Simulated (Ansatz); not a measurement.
# SiPH5O2 (SMILES O[SiH2]OP): PBE/6-31G(d) (spherical functions)

Aim: the electronic atomisation energy of SiPH5O2 at PBE/6-31G* (spherical functions), from 5 runs. 

The results are computed with Ansatz 0.2.0.

84 further runs of the same task are left out: 84 set aside as unsound or not needed.

## Step 1: The system as given

SiPH5O2: 9 atoms, total charge 0, spin state singlet. As SMILES, `O[SiH2]OP`. The coordinates come from a PBE0-D4/def2-TZVP relaxation. This is one conformer, not always the lowest.

Bond lengths: O1–Si2 1.637 Å, Si2–O3 1.648 Å, O3–P4 1.646 Å, O1–H5 0.958 Å, Si2–H6 1.486 Å, Si2–H7 1.473 Å, P4–H8 1.424 Å, P4–H9 1.424 Å. Some angles: O1–Si2–O3 112.6°, Si2–O3–P4 125.8°, O1–Si2–H6 109.8°, O1–Si2–H7 106.9°, O3–Si2–H6 108.4°, O3–Si2–H7 105.8°, Si2–O1–H5 118.2°, O3–P4–H8 98.7°, O3–P4–H9 98.7°, H6–Si2–H7 113.3°.

## Step 2: The energy at PBE/6-31G(d) (spherical functions)

Contents of molecule.yaml:

```yaml
basis:
  gaussian: {orbitals: 6-31G_st_-spherical.json}
crystal:
  periodic: [false, false, false]
  atoms:
    - {symbol: O, position_ang: [-0.307900, 1.144300, -1.642900]}
    - {symbol: Si, position_ang: [0.817700, 0.562000, -0.606400]}
    - {symbol: O, position_ang: [0.302400, -0.778100, 0.201800]}
    - {symbol: P, position_ang: [-0.942200, -0.834900, 1.277600]}
    - {symbol: H, position_ang: [-0.998700, 1.706900, -1.290600]}
    - {symbol: H, position_ang: [1.170600, 1.605300, 0.391300]}
    - {symbol: H, position_ang: [1.964500, 0.123500, -1.421100]}
    - {symbol: H, position_ang: [-0.305900, -1.590900, 2.302600]}
    - {symbol: H, position_ang: [-1.612000, -1.984300, 0.770600]}
hamiltonian: {xc: pbe}
accuracy: high
output: {orbitals: {seedname: orbitals}}
```

The basis set 6-31G* is read from a file made from the Basis Set Exchange's data (not shown).

On the command line:

```
$ ansatz run molecule.yaml --threads 1 --pin off --max-ram 3480MiB --events-out events.jsonl --progress --plain --runs-dir runs
```

Output:

```text
Warning: RAYON_NUM_THREADS=1 ignored (pool sized by the plan → 1); use --threads N
Functional definition: PBE
  name "PBE"
  parameter kappa = 0.804
  parameter beta = 0.06672455060314922
  exchange = pbe_x(kappa = kappa, mu = beta*pi^2/3)
  correlation = pbe_c(beta = beta)
1669 factors; integrals over basis functions are off by at most 4.4e-9 eV
mean field evaluation 1: about -21320.4160 eV, gradient 7.1e1 eV
mean field evaluation 2: about -21276.7341 eV, gradient 1.6e2 eV
mean field evaluation 4: about -21328.8475 eV, gradient 1.5e1 eV
mean field evaluation 8: about -21329.2709 eV, gradient 5.4e-1 eV
mean field evaluation 16: about -21329.2718 eV, gradient 5.2e-5 eV
mean field -21329.27175637 eV, -783.8362795469 hartree, gradient 2.8e-8 eV, S^2 0.000000; 0 other end points of the search recorded, 0 dependent functions left out
reference -21329.27175999 eV, -783.8362796801 hartree; 25, 25 occupied and 49, 49 virtual orbitals, 1669 factors
Total energy: -21329.27175999 eV, -783.8362796801 hartree
```

It took 2.4 s on 1 thread of AMD EPYC 9R45 (Zen 5), shared host; peak memory 0.22 GiB.

## Step 3: The H atom at the same level

Contents of in.yaml:

```yaml
basis:
  gaussian:
    orbitals: "6-31G*"
crystal:
  periodic: [false, false, false]
  atoms:
    - {symbol: H, position_ang: [0.000000, 0.000000, 0.000000]}
magnetization:
  spin_polarized: true
  initial_magnetization: 1
hamiltonian:
  xc: {name: PBE}
accuracy: high
```

Run the same way, it converges to -0.49743 Eh (log not shown).

## Step 4: The O atom at the same level

Contents of molecule.yaml:

```yaml
crystal:
  periodic: [false, false, false]
  atoms:
    - symbol: O
      position_ang: [0.000000, 0.000000, 0.000000]
basis:
  gaussian:
    orbitals: 6-31G_st_-spherical.json
magnetization:
  spin_polarized: true
  initial_magnetization: 2
hamiltonian:
  xc: pbe
accuracy: high
```

The basis set 6-31G* is read from a file made from the Basis Set Exchange's data (not shown).

Run the same way, it converges to -74.97241 Eh (log not shown).

## Step 5: The P atom, same level

Contents of molecule.yaml:

```yaml
crystal:
  periodic: [false, false, false]
  atoms:
    - {symbol: P, position_ang: [0.000000, 0.000000, 0.000000]}
basis:
  gaussian:
    orbitals: 6-31G_st_-spherical.json
total_charge: 0
magnetization:
  spin_polarized: true
  initial_magnetization: 3
hamiltonian:
  xc: pbe
accuracy: high
```

The basis set 6-31G* is read from a file made from the Basis Set Exchange's data (not shown).

On the command line:

```
$ ansatz run molecule.yaml --threads 1 --pin off --max-ram 3480MiB --events-out events.jsonl --progress --plain --runs-dir runs
```

Output, shortened:

```text
Warning: RAYON_NUM_THREADS=1 ignored (pool sized by the plan → 1); use --threads N
[... 6 set-up lines as earlier in the session ...]
140 factors; integrals over basis functions are off by at most 2.6e-9 eV
mean field evaluation 1: about -9281.0898 eV, gradient 3.0e0 eV
mean field evaluation 2: about -9281.1553 eV, gradient 1.9e0 eV
mean field evaluation 4: about -9281.1843 eV, gradient 4.7e-2 eV
mean field evaluation 8: about -9281.1844 eV, gradient 3.5e-5 eV
mean field -9281.18444345 eV, -341.0772372841 hartree, gradient 1.1e-8 eV, S^2 3.750085; 0 other end points of the search recorded, 0 dependent functions left out
reference -9281.18444555 eV, -341.0772373612 hartree; 9, 6 occupied and 9, 12 virtual orbitals, 140 factors
Total energy: -9281.18444555 eV, -341.0772373612 hartree
```

Wall time 0.26 s (1 thread of AMD EPYC 9R45 (Zen 5), shared host).

## Step 6: The Si atom at the same level

Contents of input.yaml:

```yaml
crystal:
  periodic: [false, false, false]
  atoms:
    - {symbol: Si, position_ang: [0.000000, 0.000000, 0.000000]}
basis:
  gaussian:
    orbitals: 6-31G_st_-spherical.json
magnetization:
  spin_polarized: true
  initial_magnetization: 2
hamiltonian:
  xc: pbe
accuracy: high
```

The basis set 6-31G* is read from a file made from the Basis Set Exchange's data (not shown).

On the command line:

```
$ ansatz run input.yaml --threads 1 --pin off --max-ram 3480MiB --events-out events.jsonl --progress --plain --runs-dir runs
```

Output, shortened:

```text
Warning: RAYON_NUM_THREADS=1 ignored (pool sized by the plan → 1); use --threads N
[... 6 set-up lines as earlier in the session ...]
141 factors; integrals over basis functions are off by at most 2.6e-9 eV
mean field evaluation 1: about -7869.4462 eV, gradient 2.6e0 eV
mean field evaluation 2: about -7869.5206 eV, gradient 1.1e0 eV
mean field evaluation 4: about -7869.5329 eV, gradient 1.5e-1 eV
mean field evaluation 8: about -7869.5331 eV, gradient 5.2e-5 eV
mean field evaluation 16: about -7869.5331 eV, gradient 4.7e-2 eV
mean field evaluation 32: about -7869.5331 eV, gradient 1.9e-8 eV
mean field -7869.53312343 eV, -289.2000081248 hartree, gradient 1.9e-8 eV, S^2 2.001830; 2 other end points of the search recorded, 0 dependent functions left out
reference -7869.53312538 eV, -289.2000081965 hartree; 8, 6 occupied and 10, 12 virtual orbitals, 141 factors
Total energy: -7869.53312538 eV, -289.2000081965 hartree
```

Run time: 0.42 s. Hardware: 1 thread of AMD EPYC 9R45 (Zen 5), shared host.

## Step 7: Results

Level: PBE/6-31G* (spherical functions).

```
                     quantity          value
       molecule: total energy  -783.83628 Eh
        molecule: HOMO energy       -5.88 eV
        molecule: LUMO energy       -0.91 eV
      molecule: HOMO–LUMO gap        4.97 eV
         H atom: total energy    -0.49743 Eh
                 H atom: ⟨S²⟩          0.750
         O atom: total energy   -74.97241 Eh
                 O atom: ⟨S²⟩          2.002
         P atom: total energy  -341.07724 Eh
                 P atom: ⟨S²⟩          3.750
        Si atom: total energy  -289.20001 Eh
                Si atom: ⟨S²⟩          2.002
electronic atomisation energy      30.669 eV
```

Taking the molecule apart into free atoms costs 30.67 eV (707 kcal/mol), before zero-point energy and without spin-orbit coupling.
